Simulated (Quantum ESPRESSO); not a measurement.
# AlSn (P-6m2) in Quantum ESPRESSO: notebook, part 2 of 2

Quantum ESPRESSO 7.5.

**3. Phonons, PBEsol, collinear spin, ferromagnetic start**

pw.in reads:

```
&CONTROL
  calculation = 'scf'
  prefix = 'pwscf'
  outdir = './tmp'
  pseudo_dir = './pseudo'
  tprnfor = .true.
  tstress = .true.
  disk_io = 'low'
/
&SYSTEM
  ibrav = 0
  celldm(1) = 8
  nat = 2
  ntyp = 2
  ecutwfc = 72
  nbnd = 18
  input_dft = 'pbesol'
  occupations = 'smearing'
  smearing = 'gaussian'
  degauss = 0.01999163
  nspin = 2
  starting_magnetization(1) = 0.0357
  starting_magnetization(2) = 0
/
&ELECTRONS
  conv_thr = 4d-10
  electron_maxstep = 120
  mixing_beta = 0.3
/
ATOMIC_SPECIES
Sn   118.7100 Sn.upf
Al    26.9815 Al.upf
CELL_PARAMETERS alat
  0.9916587319908   0.0000000000000   0.0000000000000
 -0.4958293659836   0.8588016537730   0.0000000000000
  0.0000000000000   0.0000000000000   0.7811293957550
ATOMIC_POSITIONS crystal
Sn     0.3333333333    0.6666666667    0.5000000000
Al     0.0000000000    0.0000000000    0.0000000000
K_POINTS automatic
4 4 6 0 0 1
```

scf2.in reads:

```
&CONTROL
  calculation = 'scf'
  prefix = 'pwscf'
  outdir = './tmp'
  pseudo_dir = './pseudo'
  tprnfor = .true.
  tstress = .true.
  disk_io = 'low'
/
&SYSTEM
  ibrav = 0
  celldm(1) = 8
  nat = 2
  ntyp = 2
  ecutwfc = 72
  nbnd = 18
  input_dft = 'pbesol'
  occupations = 'smearing'
  smearing = 'gaussian'
  degauss = 0.01999163
  nspin = 2
  starting_magnetization(1) = 0.0357
  starting_magnetization(2) = 0
/
&ELECTRONS
  conv_thr = 1d-13
  electron_maxstep = 120
  mixing_beta = 0.3
  startingpot = 'file'
  startingwfc = 'file'
/
ATOMIC_SPECIES
Sn   118.7100 Sn.upf
Al    26.9815 Al.upf
CELL_PARAMETERS alat
  0.9916587319908   0.0000000000000   0.0000000000000
 -0.4958293659836   0.8588016537730   0.0000000000000
  0.0000000000000   0.0000000000000   0.7811293957550
ATOMIC_POSITIONS crystal
Sn     0.3333333333    0.6666666667    0.5000000000
Al     0.0000000000    0.0000000000    0.0000000000
K_POINTS automatic
4 4 6 0 0 1
```

ph.in reads:

```
phonons of AlSn
&INPUTPH
  prefix = 'pwscf'
  outdir = './tmp'
  tr2_ph = 1d-18
  fildyn = 'dyn'
  niter_ph = 90
  alpha_mix(1) = 0.4
/
0.0000000000 0.0000000000 0.0000000000
```

dynmat.in reads:

```
&INPUT
  fildyn = 'dyn'
  asr = 'crystal'
  filout = 'dynmat.disp'
  fileig = 'dynmat.eig'
/
```

relax_v0.99.in reads:

```
&CONTROL
  calculation = 'relax'
  prefix = 'pwscf'
  outdir = './tmp'
  pseudo_dir = './pseudo'
  tprnfor = .true.
  tstress = .true.
  disk_io = 'low'
  nstep = 30
  forc_conv_thr = 0.0001
  etot_conv_thr = 1d-06
/
&SYSTEM
  ibrav = 0
  celldm(1) = 8
  nat = 2
  ntyp = 2
  ecutwfc = 72
  nbnd = 18
  input_dft = 'pbesol'
  occupations = 'smearing'
  smearing = 'gaussian'
  degauss = 0.01999163
  nspin = 2
  starting_magnetization(1) = 0.0357
  starting_magnetization(2) = 0
/
&ELECTRONS
  conv_thr = 1d-13
  electron_maxstep = 120
  mixing_beta = 0.3
/
&IONS
  ion_dynamics = 'bfgs'
/
ATOMIC_SPECIES
Sn   118.7100 Sn.upf
Al    26.9815 Al.upf
CELL_PARAMETERS alat
  0.9883421228260   0.0000000000000   0.0000000000000
 -0.4941710614130   0.8559293859747   0.0000000000000
  0.0000000000000   0.0000000000000   0.7785169033394
ATOMIC_POSITIONS crystal
Sn     0.3333333333    0.6666666667    0.5000000000
Al     0.0000000000    0.0000000000    0.0000000000
K_POINTS automatic
4 4 6 0 0 1
```

ph_v0.99.in reads:

```
phonons at 0.99 of the volume
&INPUTPH
  prefix = 'pwscf'
  outdir = './tmp'
  tr2_ph = 1d-18
  fildyn = 'dyn_v0.99'
  niter_ph = 90
  alpha_mix(1) = 0.4
/
0.0000000000 0.0000000000 0.0000000000
```

relax_v1.01.in reads:

```
&CONTROL
  calculation = 'relax'
  prefix = 'pwscf'
  outdir = './tmp'
  pseudo_dir = './pseudo'
  tprnfor = .true.
  tstress = .true.
  disk_io = 'low'
  nstep = 30
  forc_conv_thr = 0.0001
  etot_conv_thr = 1d-06
/
&SYSTEM
  ibrav = 0
  celldm(1) = 8
  nat = 2
  ntyp = 2
  ecutwfc = 72
  nbnd = 18
  input_dft = 'pbesol'
  occupations = 'smearing'
  smearing = 'gaussian'
  degauss = 0.01999163
  nspin = 2
  starting_magnetization(1) = 0.0357
  starting_magnetization(2) = 0
/
&ELECTRONS
  conv_thr = 1d-13
  electron_maxstep = 120
  mixing_beta = 0.3
/
&IONS
  ion_dynamics = 'bfgs'
/
ATOMIC_SPECIES
Sn   118.7100 Sn.upf
Al    26.9815 Al.upf
CELL_PARAMETERS alat
  0.9949533034767   0.0000000000000   0.0000000000000
 -0.4974766517265   0.8616548363769   0.0000000000000
  0.0000000000000   0.0000000000000   0.7837245290992
ATOMIC_POSITIONS crystal
Sn     0.3333333333    0.6666666667    0.5000000000
Al     0.0000000000    0.0000000000    0.0000000000
K_POINTS automatic
4 4 6 0 0 1
```

ph_v1.01.in reads:

```
phonons at 1.01 of the volume
&INPUTPH
  prefix = 'pwscf'
  outdir = './tmp'
  tr2_ph = 1d-18
  fildyn = 'dyn_v1.01'
  niter_ph = 90
  alpha_mix(1) = 0.4
/
0.0000000000 0.0000000000 0.0000000000
```

Potentials or basis: PseudoDojo 0.4.1 SR PBE standard.

On the command line:

```
> OMP_NUM_THREADS=1 pw.x -in pw.in > pw.out
> OMP_NUM_THREADS=1 pw.x -in scf2.in > scf2.out
> OMP_NUM_THREADS=1 ph.x -in ph.in > ph.out
> OMP_NUM_THREADS=1 dynmat.x -in dynmat.in > dynmat.out
> OMP_NUM_THREADS=1 pw.x -in relax_v0.99.in > relax_v0.99.out
> OMP_NUM_THREADS=1 ph.x -in ph_v0.99.in > ph_v0.99.out
> OMP_NUM_THREADS=1 pw.x -in relax_v1.01.in > relax_v1.01.out
> OMP_NUM_THREADS=1 ph.x -in ph_v1.01.in > ph_v1.01.out
```

pw.out:

```text
This program is part of the open-source Quantum ESPRESSO suite
     for quantum simulation of materials; please cite
         "P. Giannozzi et al., J. Phys.:Condens. Matter 21 395502 (2009);
         "P. Giannozzi et al., J. Phys.:Condens. Matter 29 465901 (2017);
         "P. Giannozzi et al., J. Chem. Phys. 152 154105 (2020);
     in publications or presentations arising from this work. More details at

     IMPORTANT: XC functional enforced from input :
     Exchange-correlation= PBESOL
                           (   1   4  10   8   0   0   0)
     Any further DFT definition will be discarded
     Please, verify this is what you really want

     Message from routine setup:
     using ibrav=0 with symmetry is DISCOURAGED, use correct ibrav instead

     G-vector sticks info
     --------------------
     sticks:   dense  smooth     PW     G-vecs:    dense   smooth      PW
     Sum        1261    1261    361                28077    28077    4387

     Using Slab Decomposition

     bravais-lattice index     =            0
     lattice parameter (alat)  =       8.0000  a.u.
     unit-cell volume          =     340.6027 (a.u.)^3
     number of atoms/cell      =            2
     number of atomic types    =            2
     number of electrons       =        17.00
     number of Kohn-Sham states=           18
     kinetic-energy cutoff     =      72.0000  Ry
     charge density cutoff     =     288.0000  Ry
     scf convergence threshold =      4.0E-10
     mixing beta               =       0.3000
     number of iterations used =            8  plain     mixing
     Exchange-correlation= PBESOL
                           (   1   4  10   8   0   0   0)

     celldm(1)=   8.000000  celldm(2)=   0.000000  celldm(3)=   0.000000
     celldm(4)=   0.000000  celldm(5)=   0.000000  celldm(6)=   0.000000

     crystal axes: (cart. coord. in units of alat)
               a(1) = (   0.991659   0.000000   0.000000 )
               a(2) = (  -0.495829   0.858802   0.000000 )
               a(3) = (   0.000000   0.000000   0.781129 )

     reciprocal axes: (cart. coord. in units 2 pi/alat)
               b(1) = (  1.008411  0.582207 -0.000000 )
               b(2) = (  0.000000  1.164413  0.000000 )
               b(3) = (  0.000000 -0.000000  1.280198 )

     PseudoPot. # 1 for Sn read from file:
[... 46 lines left out ...]
        k(    5) = (   0.0000000   0.2911033   0.3200494), wk =   0.1250000
        k(    6) = (   0.0000000   0.2911033   0.5334157), wk =   0.1250000
        k(    7) = (   0.0000000  -0.5822066   0.1066831), wk =   0.0625000
        k(    8) = (   0.0000000  -0.5822066   0.3200494), wk =   0.0625000
        k(    9) = (   0.0000000  -0.5822066   0.5334157), wk =   0.0625000
        k(   10) = (   0.2521029   0.4366550   0.1066831), wk =   0.1250000
        k(   11) = (   0.2521029   0.4366550   0.3200494), wk =   0.1250000
        k(   12) = (   0.2521029   0.4366550   0.5334157), wk =   0.1250000

     Dense  grid:    28077 G-vectors     FFT dimensions: (  45,  45,  36)

     Generating pointlists ...
     new r_m :   0.2859 (alat units)  2.2871 (a.u.) for type    1
     new r_m :   0.2859 (alat units)  2.2871 (a.u.) for type    2

     Initial potential from superposition of free atoms

     starting charge      16.9960, renormalised to      17.0000
     Starting wfcs are   13 randomized atomic wfcs +    5 random wfcs

     Self-consistent Calculation

     iteration #  1     ecut=    72.00 Ry     beta= 0.30
     Davidson diagonalization with overlap
     ethr =  1.00E-02,  avg # of iterations =  6.0

     Threshold (ethr) on eigenvalues was too large:
     Diagonalizing with lowered threshold

     Davidson diagonalization with overlap
     ethr =  1.09E-04,  avg # of iterations =  4.0

     total energy              =    -161.81967630 Ry
     estimated scf accuracy    <       0.01862369 Ry
[... 94 lines left out ...]
     iteration # 11     ecut=    72.00 Ry     beta= 0.30
     Davidson diagonalization with overlap
     ethr =  1.61E-11,  avg # of iterations =  2.0

     Magnetic moment per site  (integrated on atomic sphere of radius R)
     atom   1 (R=0.286)  charge= 11.9672  magn=  0.0000
     atom   2 (R=0.286)  charge=  1.6551  magn=  0.0000

     End of self-consistent calculation

 ------ SPIN UP ------------

          k = 0.0000 0.0000 0.1067 (  3545 PWs)   bands (ev):

   -13.2984 -13.2244 -13.2244 -13.1928 -13.1928  -2.4070   7.8552   7.8552
     8.5841   9.5531  11.1635  11.1635  13.8325  14.8764  18.8962  19.3931
    19.3931  21.8161
[... 63 lines left out ...]
   -13.2601 -13.2546 -13.2140 -13.2036 -13.1312   1.5477   4.2839   4.7515
     6.9420   7.1307   9.5162  14.1890  14.4505  16.8226  17.1730  20.4073
    21.2632  22.4033

 ------ SPIN DOWN ----------

          k = 0.0000 0.0000 0.1067 (  3545 PWs)   bands (ev):

   -13.2984 -13.2244 -13.2244 -13.1928 -13.1928  -2.4070   7.8553   7.8553
     8.5841   9.5531  11.1635  11.1635  13.8324  14.8765  18.8962  19.3931
    19.3931  21.8161
[... 63 lines left out ...]
   -13.2601 -13.2546 -13.2140 -13.2036 -13.1312   1.5477   4.2839   4.7516
     6.9420   7.1307   9.5162  14.1890  14.4505  16.8226  17.1730  20.4074
    21.2633  22.4033

     the Fermi energy is     7.7534 ev

!    total energy              =    -161.81952679 Ry
     estimated scf accuracy    <          4.4E-11 Ry
     smearing contrib. (-TS)   =      -0.00249321 Ry
     internal energy E=F+TS    =    -161.81703358 Ry

     The total energy is F=E-TS. E is the sum of the following terms:
     one-electron contribution =     -68.41948605 Ry
     hartree contribution      =      43.86573786 Ry
     xc contribution           =     -45.73181716 Ry
     ewald contribution        =     -91.53146823 Ry

     total magnetization       =     0.00 Bohr mag/cell
     absolute magnetization    =     0.00 Bohr mag/cell

     convergence has been achieved in  11 iterations

     Forces acting on atoms (cartesian axes, Ry/au):

     atom    1 type  1   force =     0.00000000    0.00000000    0.00000000
     atom    2 type  2   force =     0.00000000    0.00000000    0.00000000

     Total force =     0.000000     Total SCF correction =     0.000000

     Computing stress (Cartesian axis) and pressure

          total   stress  (Ry/bohr**3)                   (kbar)     P=      -16.17
  -0.00024260   0.00000000   0.00000000          -35.69        0.00        0.00
   0.00000000  -0.00024260   0.00000000            0.00      -35.69        0.00
   0.00000000   0.00000000   0.00015552            0.00        0.00       22.88

=------------------------------------------------------------------------------=
   JOB DONE.
=------------------------------------------------------------------------------=
```

ph.out:

```text
This program is part of the open-source Quantum ESPRESSO suite
     for quantum simulation of materials; please cite
         "P. Giannozzi et al., J. Phys.:Condens. Matter 21 395502 (2009);
         "P. Giannozzi et al., J. Phys.:Condens. Matter 29 465901 (2017);
         "P. Giannozzi et al., J. Chem. Phys. 152 154105 (2020);
     in publications or presentations arising from this work. More details at

[... 392 lines left out ...]
     freq (   5-   6) =        202.6  [cm-1]   --> E'              I+R

     INITIALIZATION:

     DYNAMICAL MATRIX:

      Additional routines

=------------------------------------------------------------------------------=
   JOB DONE.
=------------------------------------------------------------------------------=
```

It took 17 min on 1 thread of Arm Neoverse V1, shared host; peak memory 0.11 GiB.

Results:

| Property | Result |
| --- | --- |
| Free energy | -2201.6668 eV |
| Pressure after relaxing | -1.6 GPa |
| Band gap on the k mesh | none (metal or under the smearing width) |
| Net moment | 0.00 μB per cell |
| Absolute moment | 0.00 μB per cell |
| Valence electrons inside the program's atomic spheres | Sn 11.97; Al 1.66 |
| Highest phonon frequency at Γ | 203 cm⁻¹ |

Levels at points of the mesh, in eV from the Fermi level:
Spin up:
```csv
k point,band 5,band 6,band 7,band 8,band 9,band 10,band 11,band 12
"(0.00, 0.00, 0.08)",-20.95,-10.16,0.10,0.10,0.83,1.80,3.41,3.41
```
Spin down:
| k point | band 5 | band 6 | band 7 | band 8 | band 9 | band 10 | band 11 | band 12 |
| --- | --- | --- | --- | --- | --- | --- | --- | --- |
| (0.00, 0.00, 0.08) | -20.95 | -10.16 | 0.10 | 0.10 | 0.83 | 1.80 | 3.41 | 3.41 |

Phonon frequencies in cm⁻¹ (negative: imaginary):
```tsv
q point	frequencies
(0.000, 0.000, 0.000)	-2 -2 -1 144 203 203
```

Mode Grüneisen parameters of phonons at Γ, in order of frequency: n/a, n/a, n/a, 2.87, 1.64, 1.64

Optical modes at Γ, degenerate ones joined:
```tsv
cm⁻¹	components	symmetry	active in
144	1	A''2	IR
203	2	E'	IR and Raman
```

Frequencies at 99 % and 101 % of the volume (pressures -1.1 and -2.1 GPa), ions relaxed:
```tsv
mode	99 % (cm⁻¹)	101 % (cm⁻¹)	Grüneisen parameter
4	148.6	140.3	2.87
5	206.0	199.3	1.64
6	206.0	199.3	1.64
```

Caveat: the k mesh is coarse (spacing up to 0.43 Å⁻¹), so the values aren't converged; the mesh is thin for the phonons of a metal; the potentials were made for another functional, which shifts forces and pressure.
